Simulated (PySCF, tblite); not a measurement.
# C₄₆H₇₀Si₄: electronic excitations, NMR shifts

Aim: compute the electronic excitations, NMR shifts of C₄₆H₇₀Si₄ (`CC[C@H](C[C@@H](C[C@H](C[C@@H](C)c1ccc([Si](C)(C)C)cc1)c1ccc([Si](C)(C)C)cc1)c1ccc([Si](C)(C)C)cc1)c1ccc([Si](C)(C)C)cc1`).

Programs: tblite 0.8.0 and PySCF 2.14.0, with routines of our own; each step states its level. All values are computed. Atoms count from 0.

## 1. The starting structure

120 atoms, charge 0, multiplicity 1; geometry from: force field, distance geometry or constructed start.

## 2. Optimising the geometry with GFN2-xTB

Job settings and geometry (Å):

```
{"job": {"kind": "relax", "xc": "GFN2-xTB", "basis": "xTB"}, "charge": 0, "multiplicity": 1}
C      1.469100    -3.818000    -0.668400
C      1.556400    -2.387100    -1.204300
C      2.244900    -1.422400    -0.203700
C      2.175600     0.055000    -0.692600
C      0.764000     0.693400    -0.673000
C      0.157000     0.795400     0.746900
C     -0.940600    -0.262000     1.021100
C     -2.261800     0.118400     0.314400
C     -3.283900    -1.044800     0.192400
C     -4.162300    -1.218900     1.441300
C     -4.175300    -0.835000    -1.032000
C     -4.175600    -1.781300    -2.063200
C     -4.973900    -1.599300    -3.192600
C     -5.788600    -0.467800    -3.330200
Si    -6.871600    -0.235600    -4.884700
C     -7.877600     1.340200    -4.781000
C     -8.032600    -1.706400    -5.035000
C     -5.748900    -0.172800    -6.392100
C     -5.792200     0.480400    -2.288900
C     -4.990100     0.296700    -1.155400
C     -1.091700    -0.449900     2.526300
C     -1.562100     0.573300     3.354400
C     -1.676800     0.385000     4.741400
C     -1.327500    -0.847200     5.320000
Si    -1.478000    -1.127200     7.202500
C      0.214000    -1.539800     7.895700
C     -2.642700    -2.571700     7.498200
C     -2.149200     0.394900     8.067000
C     -0.840200    -1.866800     4.488800
C     -0.722200    -1.672200     3.115000
C      0.814200     2.071300    -1.333300
C      0.036100     2.327300    -2.472300
C      0.057300     3.583100    -3.086400
C      0.855200     4.618700    -2.565800
Si     0.866800     6.329200    -3.423500
C     -0.879500     7.025500    -3.409400
C      2.012200     7.517500    -2.537100
C      1.445200     6.118500    -5.198000
C      1.624900     4.360900    -1.425500
C      1.595600     3.109900    -0.814000
C      3.688600    -1.808400     0.074300
C      4.651000    -1.866100    -0.947700
C      5.974200    -2.213200    -0.678200
C      6.375100    -2.521100     0.633600
Si     8.180900    -2.998000     0.993000
C      8.613300    -4.526400    -0.017900
C      9.301600    -1.575800     0.478700
C      8.442900    -3.362200     2.814900
C      5.417000    -2.460500     1.659400
C      4.093600    -2.106100     1.380700
H      2.451900    -4.272500    -0.530000
H      0.944800    -3.841100     0.292600
H      0.908300    -4.442000    -1.373100
H      2.083300    -2.400900    -2.161700
H      0.540300    -2.054300    -1.407900
H      1.698400    -1.486500     0.746900
H      2.594300     0.108400    -1.705800
H      2.849200     0.662300    -0.059500
H      0.117500     0.068000    -1.295500
H     -0.276500     1.792100     0.919700
H      0.964400     0.702000     1.489400
H     -0.600600    -1.216200     0.595300
H     -2.731100     0.986000     0.792800
H     -2.012200     0.449100    -0.701700
H     -2.725100    -1.975100     0.048700
H     -4.950000    -1.960900     1.267000
H     -3.572900    -1.565200     2.292000
H     -4.647100    -0.283800     1.735100
H     -3.554000    -2.673600    -2.000600
H     -4.941200    -2.364200    -3.969900
H     -8.542500     1.321400    -3.915900
H     -7.224600     2.210300    -4.704900
H     -8.489000     1.455600    -5.680300
H     -7.471000    -2.637700    -5.127400
H     -8.664700    -1.602900    -5.923200
H     -8.671300    -1.782800    -4.156300
H     -5.173100    -1.094200    -6.490100
H     -5.046100     0.668700    -6.305600
H     -6.338600    -0.038900    -7.305900
H     -6.411100     1.367800    -2.340500
H     -5.017300     1.048700    -0.374200
H     -1.843900     1.533500     2.937500
H     -2.052600     1.205600     5.340800
H      0.916000    -0.719400     7.708000
H      0.613400    -2.438600     7.430000
H      0.161100    -1.698800     8.974900
H     -3.631300    -2.366100     7.081300
H     -2.761600    -2.757800     8.569800
H     -2.259100    -3.482600     7.033600
H     -2.233100     0.217800     9.139900
H     -1.483300     1.256400     7.917500
H     -3.138400     0.651500     7.682900
H     -0.553400    -2.828300     4.901800
H     -0.340400    -2.490000     2.497500
H     -0.593000     1.550900    -2.896900
H     -0.558200     3.735300    -3.968000
H     -1.569400     6.364200    -3.947000
H     -0.904200     8.008300    -3.887100
H     -1.244100     7.131700    -2.379300
H      1.698100     7.663400    -1.494800
H      3.046100     7.135400    -2.531600
H      2.009500     8.491000    -3.026000
H      1.466400     7.079700    -5.706900
H      0.771000     5.454800    -5.746300
H      2.455400     5.687400    -5.215900
H      2.256800     5.136700    -0.985700
H      2.202800     2.943200     0.074400
H      4.368500    -1.624100    -1.979500
H      6.679900    -2.240600    -1.502800
H      9.653300    -4.831400     0.176300
H      8.506300    -4.330100    -1.088400
H      7.960100    -5.358400     0.250900
H      9.186700    -1.368200    -0.596000
H      9.042000    -0.670600     1.041800
H     10.346000    -1.819300     0.675400
H      7.808800    -4.195000     3.137900
H      9.486400    -3.643400     3.006100
H      8.209700    -2.489200     3.426200
H      5.675000    -2.687200     2.691500
H      3.375700    -2.068600     2.195500
```

Started as:

```
$ OMP_NUM_THREADS=8 python large_run.py task.json out
```

This one command runs all jobs of the session in turn.

The program printed:

```text
step      E/eV     max force
  0   -3837.53589    1.112
  1   -3837.74470    0.516
  2   -3837.83483    0.366
  3   -3837.89602    0.256
  4   -3837.93573    0.198
  5   -3837.95323    0.174
  6   -3837.97084    0.184
  7   -3837.98498    0.153
  8   -3837.99462    0.113
  9   -3838.00019    0.079
 10   -3838.00379    0.068
 11   -3838.00604    0.057
 12   -3838.00761    0.052
 13   -3838.00909    0.043
 14   -3838.01076    0.048
 15   -3838.01263    0.050
 16   -3838.01454    0.045
 17   -3838.01638    0.040
 18   -3838.01805    0.039
 19   -3838.01949    0.045
 20   -3838.02082    0.046
 21   -3838.02225    0.048
 22   -3838.02373    0.043
 23   -3838.02502    0.038
 24   -3838.02601    0.037
 25   -3838.02682    0.031
 26   -3838.02765    0.032
 27   -3838.02852    0.033
 28   -3838.02931    0.041
 29   -3838.02992    0.033
 30   -3838.03040    0.029
 31   -3838.03085    0.025
 32   -3838.03136    0.027
 33   -3838.03201    0.039
 34   -3838.03279    0.039
 35   -3838.03354    0.036
 36   -3838.03411    0.026
 37   -3838.03458    0.029
 38   -3838.03511    0.032
 39   -3838.03572    0.033
 40   -3838.03627    0.030
 41   -3838.03665    0.025
 42   -3838.03688    0.023
 43   -3838.03708    0.019
```

It took 27 s on 8 threads of AMD EPYC 7R43, shared host; peak memory 0.21 GiB.

Along the way:

```csv
step,energy from step 0 (eV),largest force (eV/Å)
0,0.0000,1.1124
1,-0.2088,0.5155
2,-0.2989,0.3668
3,-0.3601,0.2562
4,-0.3998,0.1974
5,-0.4173,0.1736
6,-0.4349,0.1841
7,-0.4491,0.1529
8,-0.4587,0.1129
10,-0.4679,0.0689
13,-0.4732,0.0430
16,-0.4787,0.0448
19,-0.4836,0.0448
22,-0.4878,0.0429
24,-0.4901,0.0370
27,-0.4926,0.0328
30,-0.4945,0.0286
33,-0.4961,0.0388
36,-0.4982,0.0268
39,-0.4998,0.0334
40,-0.5004,0.0305
41,-0.5008,0.0252
42,-0.5010,0.0229
43,-0.5012,0.0190
```

Close pairs (by a distance rule), those that changed most:

```
    bond  before (Å)  after (Å)  change (Å)
Si24–C25       1.874      1.910      +0.036
Si14–C15       1.872      1.907      +0.035
Si34–C36       1.873      1.907      +0.033
Si24–C27       1.875      1.907      +0.032
Si34–C37       1.878      1.909      +0.031
Si24–C26       1.879      1.909      +0.030
Si14–C16       1.880      1.910      +0.030
Si44–C47       1.876      1.906      +0.030
```

The next job starts from the end point, and lists it.

## 3. Electronic excitations: TDA PBE0/6-31G*

Job settings and geometry (Å):

```
{"job": {"kind": "uv", "basis": "6-31G*", "grid": 1, "kgrid": 0, "vcut": 1.5, "nstates": 6, "ntriplets": 2, "tda": true, "delta": [], "pop": true, "xc": "PBE0"}, "charge": 0, "multiplicity": 1}
C      1.522407    -3.787138    -0.640622
C      1.571709    -2.366597    -1.190904
C      2.211402    -1.392917    -0.192316
C      2.161628     0.065019    -0.677279
C      0.755023     0.683562    -0.673685
C      0.162915     0.778116     0.747059
C     -0.932409    -0.273250     1.005863
C     -2.236470     0.124110     0.301351
C     -3.244684    -1.031158     0.178977
C     -4.093676    -1.193929     1.441173
C     -4.128679    -0.826567    -1.027436
C     -4.148533    -1.760815    -2.055214
C     -4.950470    -1.579732    -3.166003
C     -5.766822    -0.460013    -3.298871
Si    -6.850016    -0.241666    -4.844017
C     -7.870102     1.366188    -4.738151
C     -8.030556    -1.734773    -5.003139
C     -5.712704    -0.170394    -6.377354
C     -5.737619     0.472612    -2.266144
C     -4.936476     0.297262    -1.153537
C     -1.096753    -0.466727     2.490122
C     -1.554780     0.555939     3.312140
C     -1.673608     0.368780     4.675850
C     -1.331909    -0.838232     5.279021
Si    -1.478462    -1.117500     7.151981
C      0.246648    -1.535029     7.857721
C     -2.659780    -2.585714     7.458682
C     -2.158122     0.436872     8.022124
C     -0.864175    -1.853850     4.449546
C     -0.746757    -1.673176     3.084726
C      0.794417     2.041524    -1.326729
C      0.046615     2.302700    -2.467367
C      0.075417     3.549205    -3.063471
C      0.853316     4.582918    -2.549936
Si     0.869284     6.283120    -3.394847
C     -0.904523     6.990963    -3.383314
C      2.037913     7.482913    -2.483569
C      1.455619     6.069258    -5.199413
C      1.595752     4.312332    -1.404221
C      1.565398     3.070500    -0.799644
C      3.642610    -1.779792     0.085956
C      4.592255    -1.828114    -0.928155
C      5.897599    -2.187113    -0.656432
C      6.314395    -2.506814     0.633655
Si     8.121317    -2.985055     0.969339
C      8.569709    -4.537375    -0.049016
C      9.260420    -1.541588     0.453211
C      8.381402    -3.353526     2.821677
C      5.358910    -2.448347     1.642886
C      4.049658    -2.092331     1.375948
H      2.525734    -4.152830    -0.434528
H      0.951975    -3.819662     0.285762
H      1.051977    -4.457594    -1.356515
H      2.138326    -2.359766    -2.123452
H      0.555724    -2.040662    -1.422165
H      1.661537    -1.460079     0.751398
H      2.565681     0.123872    -1.690547
H      2.812494     0.660695    -0.033153
H      0.105770     0.049147    -1.283134
H     -0.262748     1.771570     0.900997
H      0.959531     0.653345     1.483707
H     -0.599073    -1.224174     0.578470
H     -2.699006     0.960750     0.825000
H     -1.987858     0.469749    -0.704877
H     -2.683095    -1.960287     0.026980
H     -4.806114    -2.005990     1.310219
H     -3.464715    -1.416625     2.298766
H     -4.648584    -0.283393     1.652892
H     -3.526045    -2.643208    -1.983527
H     -4.941707    -2.325347    -3.948596
H     -8.534382     1.362347    -3.879505
H     -7.229997     2.239481    -4.660033
H     -8.484587     1.492250    -5.624264
H     -7.477836    -2.665235    -5.087133
H     -8.659447    -1.647705    -5.884033
H     -8.682965    -1.820193    -4.139408
H     -5.130083    -1.080999    -6.475728
H     -5.014314     0.658486    -6.313732
H     -6.286244    -0.048988    -7.291078
H     -6.355834     1.355774    -2.335174
H     -4.939510     1.046560    -0.374912
H     -1.823546     1.510383     2.882653
H     -2.039702     1.179793     5.288209
H      0.953329    -0.728512     7.687245
H      0.654215    -2.429120     7.396306
H      0.200219    -1.711055     8.928115
H     -3.647752    -2.390884     7.052748
H     -2.772768    -2.785278     8.519744
H     -2.287936    -3.492603     6.992224
H     -2.246630     0.269588     9.091067
H     -1.506379     1.293264     7.880197
H     -3.143348     0.703117     7.652343
H     -0.586843    -2.805853     4.880174
H     -0.382201    -2.484293     2.467844
H     -0.569627     1.521036    -2.892549
H     -0.520370     3.722762    -3.948465
H     -1.591924     6.334543    -3.907532
H     -0.944638     7.961941    -3.867126
H     -1.277004     7.111429    -2.370636
H      1.729854     7.635480    -1.453992
H      3.059265     7.115465    -2.474288
H      2.045354     8.454505    -2.967590
H      1.472286     7.019504    -5.724062
H      0.797304     5.403772    -5.748933
H      2.456137     5.649979    -5.244271
H      2.209979     5.090818    -0.976194
H      2.145353     2.899130     0.095925
H      4.310533    -1.583073    -1.942192
H      6.613750    -2.221694    -1.465437
H      9.598559    -4.835705     0.127758
H      8.458989    -4.358376    -1.113885
H      7.934438    -5.379190     0.208974
H      9.159178    -1.314856    -0.603421
H      9.028558    -0.636295     1.005901
H     10.302999    -1.781621     0.638038
H      7.757443    -4.176144     3.156635
H      9.413455    -3.626834     3.017637
H      8.151001    -2.488608     3.435854
H      5.641777    -2.687996     2.657363
H      3.329831    -2.057985     2.183342
```

With the program's defaults for keys left out, this is: TDA PBE0/6-31G*, vertical, gas phase, core orbitals frozen in the response, virtual orbitals cut by energy.

The program printed:

```text
start: PBE on a coarse grid of 93133 points
cycle   1  E = -2949.6168625576  dE =  5.070e+00  |g| = 1.879e+00  |ddm| = 1.040e+01
cycle   2  E = -2948.6894526927  dE =  9.274e-01  |g| = 2.594e+00  |ddm| = 5.055e+00
cycle   3  E = -2950.5941145758  dE = -1.905e+00  |g| = 1.482e-01  |ddm| = 3.157e+00
cycle   4  E = -2950.5946111788  dE = -4.966e-04  |g| = 1.368e-01  |ddm| = 3.130e-01
cycle   5  E = -2950.5996744160  dE = -5.063e-03  |g| = 4.047e-02  |ddm| = 1.983e-01
cycle   6  E = -2950.6001070878  dE = -4.327e-04  |g| = 1.621e-02  |ddm| = 6.230e-02
cycle   7  E = -2950.6001729403  dE = -6.585e-05  |g| = 3.414e-03  |ddm| = 1.931e-02
final grid: 389107 points
cycle   8  E = -2950.4452885190  dE = -2.151e-02  |g| = 6.875e-02  |ddm| = 1.098e+00
cycle   9  E = -2950.4454986854  dE = -2.102e-04  |g| = 6.568e-02  |ddm| = 1.729e-01
cycle  10  E = -2950.4466762546  dE = -1.178e-03  |g| = 6.436e-03  |ddm| = 7.623e-02
cycle  11  E = -2950.4466815866  dE = -5.332e-06  |g| = 4.374e-03  |ddm| = 1.075e-02
cycle  12  E = -2950.4466893627  dE = -7.776e-06  |g| = 1.377e-03  |ddm| = 6.339e-03
cycle  13  E = -2950.4466877982  dE =  1.565e-06  |g| = 4.100e-04  |ddm| = 2.044e-03
cycle  14  E = -2950.4466865847  dE =  1.213e-06  |g| = 9.109e-05  |ddm| = 4.906e-04
converged SCF energy = -2950.4466865847

Static polarisability (au): isotropic 570.326, principal 494.414 527.035 689.528

Singlet excitations
state   eV       nm        f      main configurations
  1   5.4416    227.8   0.00243   H-7->L 0.29, H->L+3 0.10, H-7->L+1 0.10
  2   5.4703    226.6   0.00069   H->L+6 0.18, H-5->L 0.17, H-5->L+3 0.08
  3   5.4910    225.8   0.00021   H-6->L+1 0.26, H-2->L+5 0.21, H->L+5 0.12
  4   5.5069    225.1   0.00029   H-4->L+2 0.41, H-1->L+7 0.21, H-1->L+6 0.11
  5   5.8043    213.6   0.47144   H->L 0.94
  6   5.9241    209.3   0.14144   H->L+1 0.49, H-1->L 0.43

Triplet excitations (Tamm-Dancoff, eV): 4.0509 4.0741
```

Run time: 3.2 min. Hardware: 8 threads of AMD EPYC 7R43, shared host; peak memory 6.7 GiB.

The orbitals next to the gap, with their largest atomic shares:

```csv
orbital,eV,atoms
HOMO−4,-6.92,"C11 27 %, C18 26 %, C19 22 %"
HOMO−3,-6.80,"C23 10 %, C33 10 %, C20 10 %"
HOMO−2,-6.65,"C43 12 %, C40 11 %, C23 7 %"
HOMO−1,-6.56,"C13 18 %, C10 16 %, C19 8 %"
HOMO,-6.43,"C33 14 %, C30 12 %, C39 7 %"
LUMO,-0.10,"C20 15 %, C23 15 %, C28 9 %"
LUMO+1,0.01,"C40 13 %, C43 13 %, C28 7 %"
LUMO+2,0.11,"C10 22 %, C13 21 %, C12 17 %"
LUMO+3,0.17,"C22 10 %, C29 10 %, C28 8 %"
```

With each of the 6 states as a Gaussian band of 0.4 eV half-width at 1/e, the curve within the window shown has maxima at 212 nm (ε 24,000) L/(mol cm). Beyond the last state computed it falls off for lack of states. The curve at chosen wavelengths:

nm, ε (L/mol/cm) and a bar:
```
      199       9612 ############
      201      12595 ###############
      203      15702 ###################
      206      20020 #########################
      208      22285 ###########################
      210      23808 #############################
      212      24465 ##############################
      215      23804 #############################
      217      22399 ###########################
      219      20414 #########################
      221      18053 ######################
      224      14241 #################
      226      11765 ##############
      228       9484 ############
      230       7471 #########
      233       5018 ######
      235       3754 #####
      237       2758 ###
      239       1992 ##
      242       1187 #
      244        826 #
      246        567 #
      248        385 
      251        211 
      253        140 
      255         92
```

Leading natural transition orbitals of singlet state 5: the hole lies on C30, C33 about 12 % each; the particle on C20, C23 about 14 % each; 4 C atoms about 6 % each.

Leading natural transition orbitals of singlet state 1: the hole lies on C20, C23 about 22 % each; C22, C29 about 13 % each; the particle on C21, C28 about 22 % each; C22, C29 about 14 % each.

Further results of this job:

```
           property  computed
  dipole moment (D)      0.43
polarisability (Å³)     84.51
 HOMO–LUMO gap (eV)      6.33
      −ε(HOMO) (eV)      6.43
```

Orbitals, density, ELF and potential are computed afterwards from the orbital file.

Frontier orbitals at PBE0/6-31G*, with the share of their density that lies nearest to each atom:

```
orbital  energy (eV)                                                                     lies on
   HOMO        -6.43                      C30, C33 about 12 % each; C20, C23, C39 about 6 % each
   LUMO        -0.10  C20, C23 about 14 % each; C21, C28 about 7 % each; C30, C33 about 6 % each
```

ELF in a plane through or near 16 of the atoms.

Ten even steps from '0' (0.00) to '9' (0.99):
```
0000000000000000000000000000
0000000000000000000000000000
0000000000000000000000000000
0000000000000000000000000000
0000000000000000000000000000
0008689100000000000000000000
0008783010001000000000000000
0000363456409701500000000000
0098553825635151500000000000
0014517778444062000000483300
0000208449192420121460436300
0000000004000723568753198000
0000000000079203624320000000
0000000000002115880000000000
0000000000450000670000000000
0000000000000000000000000000
0000000000010000000000000000
0000000000000000000000000000
0000000000000000000000000000
0000000000000000000000000000
```
The map spans 25.8 Å across and 22.8 Å up, centred on the molecule. Atoms in the plane (x, y in Å): C2 (-2.1, 0.8), C8 (2.3, -2.4), C10 (3.7, -1.9), C18 (6.0, -1.4), C46 (-8.3, 4.3), C47 (-9.3, 1.3), C48 (-5.9, 0.8), C49 (-4.6, 0.4), H55 (-2.2, -0.2), H61 (-0.1, -1.3), H65 (2.7, -4.5), H70 (9.3, -1.5), H93 (-1.6, -3.0), H112 (-7.7, 5.1), H114 (-9.3, 4.6), H118 (-6.7, 0.2).

On the surface of density 0.002 e/bohr³ the electrostatic potential runs, from the 1st to the 99th percentile, from -0.81 V near C32 to 0.73 V near H93.

[end of part 1 of 2]
